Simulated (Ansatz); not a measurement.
# CH₃NOZn: basis-set convergence

The task here is to estimate one member of a computed series from the others.

Program: Ansatz 0.2.0, Gaussian basis. Level of theory: one geometry, several basis sets. These are calculated values, not measurements.

Levels to be run: PBE0-D4/def2-SVP; ωB97M-V/def2-SVP; PBE0-D4/def2-QZVPP; ωB97M-V/def2-QZVPP; the functionals' def2-TZVPP values are taken from earlier runs.

### The geometry

An earlier PBE0-D4 in a triple-zeta def2 set relaxation fixed the geometry.

SMILES `O/C=[N]/[ZnH]`, 7 atoms, charge 0, spin multiplicity 1.

Atoms are counted from 1 here; the program's logs count them from 0.

Bond lengths: O1–C2 1.350 Å, O1–H5 0.969 Å, C2–N3 1.249 Å, C2–H6 1.097 Å, N3–Zn4 1.817 Å, Zn4–H7 1.522 Å. Angles: C2–O1–H5 105.8°, O1–C2–N3 123.4°, O1–C2–H6 108.1°, N3–C2–H6 128.5°, C2–N3–Zn4 133.6°, N3–Zn4–H7 174.4°.

Set-up of the first run:

in.yaml

```yaml
crystal:
  periodic: [false, false, false]
  atoms:
    - {symbol: O, position_ang: [0.965504, -0.437112, 1.781640]}
    - {symbol: C, position_ang: [0.692395, -0.059846, 0.514724]}
    - {symbol: N, position_ang: [-0.455416, -0.081008, 0.023446]}
    - {symbol: Zn, position_ang: [-1.127401, 0.353065, -1.607448]}
    - {symbol: H, position_ang: [0.116638, -0.701391, 2.166641]}
    - {symbol: H, position_ang: [1.632915, 0.248631, 0.041668]}
    - {symbol: H, position_ang: [-1.824646, 0.677660, -2.920672]}
basis:
  gaussian: {orbitals: def2-SVP}
hamiltonian: {xc: pbe0, dispersion: d4}
output: {orbitals: {seedname: orbitals}}
```

Command:

```bash
ansatz run in.yaml --threads 2 --pin off --events-out ev --progress --plain --max-ram 4352MiB
```

Steps of the session up to this table: PBE0-D4 in def2-SVP; ωB97M-V in def2-SVP; PBE0-D4 in def2-QZVPP; ωB97M-V in def2-QZVPP.

One of the session's tables, all rows but one given; the rest of the session is left out.

It belongs to the step «Density functionals: the series». 

| functional | basis | HOMO (eV) |
| --- | --- | --- |
| PBE0-D4 | def2-SVP | ? |
| PBE0-D4 | def2-TZVPP | -6.88 |
| PBE0-D4 | def2-QZVPP | -6.91 |
| ωB97M-V | def2-SVP | -8.83 |
| ωB97M-V | def2-TZVPP | -9.18 |
| ωB97M-V | def2-QZVPP | -9.21 |

Estimate the missing values for PBE0-D4, def2-SVP.

The run gave: HOMO (eV): -6.56. In the column «HOMO (eV)» it is the highest.
